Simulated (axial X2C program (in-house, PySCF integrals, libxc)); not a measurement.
# MoO: properties at the nuclei

Wanted for MoO: properties at the nuclei, at the two-component level.

Program: an in-house X2C program for linear molecules on PySCF integrals. Level of theory: two-component X2C with atomic mean-field terms, Mo dyall-acv3z, O dyall-av3z. These are calculated values, not measurements.

### 1 Input

The input, task.json:

```json
{
 "zs": [
  42,
  8
 ],
 "q": 0,
 "bas": [
  "dyall-acv3z",
  "dyall-av3z"
 ],
 "r0": 1.78,
 "levels": [
  "PBE0",
  "HF",
  "B3LYP"
 ],
 "nst": 1,
 "ff": 1,
 "thr": -3.5,
 "nmax": 130,
 "opt": {
  "ecut": 60
 }
}
```

Keys: zs atomic numbers; q charge; bas basis sets; r0 starting distance in Å; levels methods (HF also brings MP2); nst determinants followed; ff finite-field run; thr threshold in hartree for freezing inner shells (an s shell follows its p shell); nmax most natural virtual spinors; ecut virtual cutoff in hartree.

The run is started by

```
> python soeom.py task.json out
```

The runs that follow: Expectation values, lowest determinant; Finite-field coupled cluster.

Q: Predict the outcome of this session. Wanted: lowest determinant; Eeff magnitude; Ws magnitude Mo; A∥/gI Mo; qzz Mo (for each run or level that gives them).

The runs gave:

| quantity | value |
| --- | --- |
| lowest determinant | Ω = 1 (excess of +ω over −ω: ω = -3/2, ω = 5/2) |
| Eeff magnitude (GV/cm), PBE0 | 1.45 |
| Ws magnitude Mo (kHz), PBE0 | 0.842 |
| A∥/gI Mo (MHz), PBE0 | 1590 |
| qzz Mo (a.u.), PBE0 | 0.35 |
| Eeff magnitude (GV/cm), CCSD(T) | 1.71 |
| Ws magnitude Mo (kHz), CCSD(T) | 0.989 |
| A∥/gI Mo (MHz), CCSD(T) | 1480 |
| qzz Mo (a.u.), CCSD(T) | 0.60 |

In the first state, the effective field runs from 1.45 to 2.78 GV/cm over the mean-field levels. The expectation values come from single determinants, which for open shells can mix terms of unlike spin or miss the lowest Ω, so a determinant need not be a state. Eeff is the effective electric field on the electron dipole moment in this Ω state and Ws the scalar–pseudoscalar constant (defined with the proton number Z and per Ω); A∥ is the parallel hyperfine constant, which follows by multiplying with the nuclear g factor gI = μI/(I μN); qzz is the electric field gradient, eQq0 = 234.96 MHz × Q/barn × qzz; μ is positive if O is the positive end. The operators were transformed with the bare-nucleus X2C matrices. Correlation of the inner shells is missing, which matters for properties at the nucleus.
